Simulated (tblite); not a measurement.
# C5H12NO2: the cost of one run

Programs: tblite 0.8.0 and PySCF 2.14.0. All values are calculated, for the isolated system unless a continuum is named. Atoms count from 0, parts from 1.

## Step 1: The system as given

20 atoms, charge 0, multiplicity 2; geometry: rigid parts in contact. Parts: 1 = atoms 0–13, `C#C[CH]CCN`, charge 0; 2 = atoms 14–16, `O`, charge 0; 3 = atoms 17–19, `O`, charge 0.

## Step 2: Bringing the parts together with GFN2-xTB

Job settings and geometry (Å):

```
{"job": {"kind": "dock", "xc": "GFN2-xTB", "basis": "xTB"}, "charge": 0, "multiplicity": 2, "parts": [{"atoms": "0-13", "charge": 0, "multiplicity": 2}, {"atoms": "14-16", "charge": 0, "multiplicity": 1}, {"atoms": "17-19", "charge": 0, "multiplicity": 1}]}
C      3.308469    -0.115458     0.199009
C      2.172927    -0.550142     0.147931
C      0.896862    -1.022590     0.129430
C     -0.263862    -0.202310     0.542500
C     -1.125530     0.215362    -0.684257
N     -2.279568     1.013290    -0.361014
H      4.292034     0.245791     0.230497
H      0.711631    -2.010439    -0.265526
H      0.074257     0.699245     1.059206
H     -0.908340    -0.775079     1.219282
H     -1.470882    -0.684920    -1.200359
H     -0.500719     0.787557    -1.376070
H     -2.007586     1.882377     0.089421
H     -2.900504     0.517271     0.269898
O     -2.461759     4.069385     0.245477
H     -1.629887     4.110635    -0.228427
H     -3.161009     4.248874    -0.395772
O     -4.703956     5.018721    -1.860809
H     -5.564458     5.442798    -1.820992
H     -4.357709     5.164969    -2.743703
```

Method: GFN2-xTB search for minima from random contacts, gas phase.

Started as:

```bash
OMP_NUM_THREADS=1 python cluster_run.py task.json out
```

The driver reads the jobs from task.json and runs them one after another.

**Question.** How long does this first job take on 1 thread of Arm Neoverse V2, shared host?

About 7.4 s.
